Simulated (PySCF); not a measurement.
# C11H13N: the cost of one run

Computed with PySCF 2.14.0, with density-fitted response routines of our own, on a single molecule in the gas phase. Atoms count from 0, in the outputs and in this text.

### Step 1. Starting geometry

25 atoms, charge 0, multiplicity 1; geometry from: GFN2-xTB.

Bonds of the start (Å): C0–C1 1.20, C1–C2 1.40, C2–C3 1.38, C3–C4 1.40, C4–C5 1.38, C5–N6 1.36, N6–C7 1.43, C5–C8 1.49, C8–C9 1.53, C9–C10 1.53, C10–C11 1.53, N6–C2 1.37, C11–C4 1.49, C0–H12 1.05, C3–H13 1.07, C7–H14 1.09, C7–H15 1.09, C7–H16 1.09, C8–H17 1.09, C8–H18 1.10, C9–H19 1.09, C9–H20 1.09, C10–H21 1.09, C10–H22 1.09, C11–H23 1.10, C11–H24 1.09.

### Step 2. Relaxing the molecule at PBE0-D3(BJ)/def2-SVP

Job settings and geometry (Å):

```
{"job": {"xc": "PBE0", "basis": "def2-SVP", "d3": "d3bj", "grid": 1, "kind": "geom"}, "charge": 0, "multiplicity": 1}
C      4.080360    -0.702540    -0.453830
C      2.884990    -0.612900    -0.355480
C      1.493600    -0.499790    -0.239550
C      0.519810    -1.463210    -0.429360
C     -0.720260    -0.848420    -0.191300
C     -0.468360     0.466440     0.130890
N      0.875070     0.676580     0.106110
C      1.533530     1.919300     0.383570
C     -1.490360     1.490150     0.480540
C     -2.873420     0.958440     0.092440
C     -3.046930    -0.495100     0.533590
C     -2.102280    -1.411600    -0.246770
H      5.120210    -0.797980    -0.549420
H      0.694520    -2.484670    -0.705300
H      1.244480     2.295330     1.367970
H      1.272980     2.673290    -0.364860
H      2.611140     1.760710     0.362650
H     -1.291070     2.434620    -0.035320
H     -1.459860     1.694180     1.557780
H     -2.987550     1.013980    -0.992320
H     -3.646560     1.582440     0.545350
H     -2.828400    -0.573740     1.600960
H     -4.081420    -0.807960     0.378470
H     -2.433670    -1.479460    -1.288960
H     -2.119210    -2.422590     0.166970
```

Q: Estimate the wall time of this first job on 8 threads of Intel Xeon Platinum 8259CL at 2.50GHz (Skylake/Cascade Lake), shared host.

About 2.6 min.
